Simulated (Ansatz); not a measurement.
# Ge2Sb2Te5: the cost of one run

Program: Ansatz 0.2.0. Level of theory: DFT r2SCAN+D3(BJ), scalar-relativistic, plane waves, PAW. These are calculated values, not measurements.

### Step 1. The system as given

It takes space group P-3m1 (No. 164, trigonal). The conventional cell has a = 4.216 Å, b = 4.216 Å, c = 17.915 Å, α = 90.00°, β = 90.00°, γ = 120.00°. Around Ge (site symmetry 3m) lie 6 Te at 2.81 to 3.33 Å. Around Sb (site symmetry 3m) lie 6 Te at 2.99 to 3.16 Å. Around Te (site symmetry -3m) lie 6 Sb at 3.16 Å. Te (site symmetry 3m) has 3 Sb at 2.99 Å and 3 Ge at 3.33 Å in its first shell of neighbours. Te (site symmetry 3m) has 3 Ge at 2.81 Å in its first shell of neighbours.

Structure file:

```cif
data_structure
_symmetry_space_group_name_H-M 'P 1'
_symmetry_Int_Tables_number 1
_cell_length_a 4.2164
_cell_length_b 4.2164
_cell_length_c 17.9150
_cell_angle_alpha 90.000
_cell_angle_beta 90.000
_cell_angle_gamma 120.000
_cell_volume 275.83
loop_
_atom_site_label
_atom_site_type_symbol
_atom_site_fract_x
_atom_site_fract_y
_atom_site_fract_z
_atom_site_occupancy
Ge1 Ge 0.00000 0.00000 0.33559 1
Ge2 Ge 0.00000 0.00000 0.66441 1
Sb1 Sb 0.33333 0.66667 0.11204 1
Sb2 Sb 0.66667 0.33333 0.88796 1
Te1 Te 0.00000 0.00000 0.00000 1
Te2 Te 0.33333 0.66667 0.79149 1
Te3 Te 0.66667 0.33333 0.20851 1
Te4 Te 0.33333 0.66667 0.41400 1
Te5 Te 0.66667 0.33333 0.58600 1
```

### Step 2. Single point: Ge2Sb2Te5, no spin

The input, input.yaml:

```yaml
crystal:
  lattice:
    - [4.2164170176, 0.0, 0.0]
    - [-2.1082085088, 3.6515242502, 0.0]
    - [0.0, 0.0, 17.9149936018]
  atoms:
    - { symbol: Ge, position: [0.0, 0.0, 0.3355855993] }
    - { symbol: Ge, position: [0.0, 0.0, 0.6644144007] }
    - { symbol: Sb, position: [0.3333333333, 0.6666666667, 0.1120428941] }
    - { symbol: Sb, position: [0.6666666667, 0.3333333333, 0.8879571059] }
    - { symbol: Te, position: [0.0, 0.0, 0.0] }
    - { symbol: Te, position: [0.3333333333, 0.6666666667, 0.7914853527] }
    - { symbol: Te, position: [0.6666666667, 0.3333333333, 0.2085146473] }
    - { symbol: Te, position: [0.3333333333, 0.6666666667, 0.4140026463] }
    - { symbol: Te, position: [0.6666666667, 0.3333333333, 0.5859973537] }
scf:
  occupations: { method: gaussian, width: 0.05 }
output:
  forces: true
  stress: false
hamiltonian:
  xc: r2scan
  dispersion: d3bj
kpoints:
  mp_grid: { grid: [10, 10, 2] }
```

Run with:

```bash
$ ansatz run input.yaml --threads 3 --pin off --max-ram 8192MiB --backend cpu --events-out ev --progress --plain --runs-dir out
```

**Question.** How long does this run take on 3 threads of Intel Xeon at 2.30GHz, shared host, and how much memory does it need?

About 20 s, with a peak of 1.6 GiB.
